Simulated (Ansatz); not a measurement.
# C2H4BrFSi: the cost of one run

The runs use Ansatz 0.2.0, Gaussian basis; functionals in def2-TZVPP, the program's frozen cores in correlated methods.

Plan: PBE-D4, r2SCAN-D4, PBE0-D4, B3LYP-D4, ωB97X-V, ωB97M-V, B2PLYP; CCSD(T)/def2-TZVPP; MP2/def2-QZVPP; extrapolation to the limit.

### 1 The geometry

The geometry comes from an earlier relaxation with PBE0-D4/def2-TZVP; it is a stationary point, not always the lowest conformer.

SMILES `F[Si]1(Br)CC1`, 9 atoms, charge 0, spin multiplicity 1.

Atoms are counted from 1 here; the program's logs count them from 0.

Bond lengths: F1–Si2 1.587 Å, Si2–Br3 2.189 Å, Si2–C4 1.807 Å, Si2–C5 1.807 Å, C4–C5 1.599 Å, C4–H6 1.086 Å, C4–H7 1.085 Å, C5–H8 1.085 Å, C5–H9 1.086 Å. Angles: F1–Si2–Br3 108.8°, F1–Si2–C4 120.5°, F1–Si2–C5 120.5°, Br3–Si2–C4 122.4°, Br3–Si2–C5 122.4°, C4–Si2–C5 52.5°, Si2–C4–C5 63.7°, Si2–C4–H6 120.3°, Si2–C4–H7 121.1°, C5–C4–H6 114.8°, C5–C4–H7 115.4°, H6–C4–H7 112.4°, Si2–C5–C4 63.7°, Si2–C5–H8 121.0°, Si2–C5–H9 120.3°, C4–C5–H8 115.4°, C4–C5–H9 114.8°, H8–C5–H9 112.4°.

### 2 PBE-D4 (GGA)

in.yaml

```yaml
crystal:
  periodic: [false, false, false]
  atoms:
    - {symbol: F, position_ang: [1.094514, 2.057341, -0.216430]}
    - {symbol: Si, position_ang: [0.852338, 0.489352, -0.257153]}
    - {symbol: Br, position_ang: [2.675054, -0.488713, -0.973342]}
    - {symbol: C, position_ang: [-0.795151, -0.176490, -0.583107]}
    - {symbol: C, position_ang: [-0.268571, -0.297029, 0.921395]}
    - {symbol: H, position_ang: [-1.639846, 0.492748, -0.717696]}
    - {symbol: H, position_ang: [-0.924966, -1.117879, -1.107232]}
    - {symbol: H, position_ang: [-0.091121, -1.308512, 1.272407]}
    - {symbol: H, position_ang: [-0.813751, 0.302882, 1.644158]}
basis:
  gaussian: {orbitals: def2-TZVPP}
hamiltonian: {xc: pbe, dispersion: d4}
output: {forces: true, orbitals: {seedname: orbitals}}
```

On the command line:

```sh
> ansatz run in.yaml --threads 4 --pin off --events-out ev --progress --plain --max-ram 10444MiB
```

What time and memory should one allow on 4 threads of Intel Xeon Platinum 8259CL at 2.50GHz, shared host?

About 3.1 s, with a peak of 0.34 GiB.
